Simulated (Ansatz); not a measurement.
# CH2BF2+: functionals against CCSD(T) at one geometry

An exercise on one series of results from a longer session: the logs are not shown, and one member is left open.

Program: Ansatz 0.2.0, Gaussian basis. Level of theory: single points in def2-TZVPP. These are calculated values, not measurements.

Correlated methods freeze the cores.

1 further run of the same task is left out (it didn't finish).

## Starting geometry

6 atoms, charge 1, spin multiplicity 1.

Atoms are counted from 1 here; the program's logs count them from 0.

Bond lengths: C1–B2 1.689 Å, C1–H5 1.112 Å, C1–H6 1.142 Å, B2–F3 1.261 Å, B2–F4 1.287 Å. Angles: B2–C1–H5 123.2°, B2–C1–H6 121.3°, H5–C1–H6 115.5°, C1–B2–F3 112.2°, C1–B2–F4 114.1°, F3–B2–F4 132.8°.

Coordinates:

```xyz
6
charge 1, multiplicity 1
C    -0.31499    0.72765   -0.13415
B     0.30382   -0.82372    0.11854
F    -0.31619   -1.44239    1.02584
F     1.41050   -1.05429   -0.49729
H     0.30712    1.58329   -0.47761
H    -1.41158    0.97032    0.07493
```

Set-up of the first run:

Contents of run/in.yaml:

```yaml
crystal:
  periodic: [false, false, false]
  atoms:
    - {symbol: C, position_ang: [-0.314993, 0.727653, -0.134151]}
    - {symbol: B, position_ang: [0.303819, -0.823722, 0.118540]}
    - {symbol: F, position_ang: [-0.316186, -1.442394, 1.025842]}
    - {symbol: F, position_ang: [1.410505, -1.054287, -0.497287]}
    - {symbol: H, position_ang: [0.307118, 1.583290, -0.477609]}
    - {symbol: H, position_ang: [-1.411579, 0.970325, 0.074934]}
basis:
  gaussian: {orbitals: def2-TZVPP}
total_charge: 1
hamiltonian: {xc: pbe, dispersion: d4}
output: {forces: true}
```

Run with:

```bash
$ ansatz run in.yaml --threads 2 --pin off --events-out ev --progress --plain --max-ram 3481MiB
```

Steps of the session up to this table: PBE-D4/def2-TZVPP; r2SCAN-D4/def2-TZVPP; PBE0-D4/def2-TZVPP; wB97M-V/def2-TZVPP; CCSD(T)/def2-TZVPP.

One table of the session follows, with a row left open; its other results are not shown here.

```
   method  RMS force component (eV/Å)  angle to CCSD(T) forces (°)
   PBE-D4                       0.948                         18.6
r2SCAN-D4                       0.848                          6.7
  PBE0-D4                           ?                            ?
  wB97M-V                       0.828                          1.7
  CCSD(T)                       0.830                    reference
```

Estimate the missing values for PBE0-D4.

As computed: RMS force component (eV/Å): 0.791; angle to CCSD(T) forces (°): 6.4. In the column «RMS force component (eV/Å)» it is the lowest.
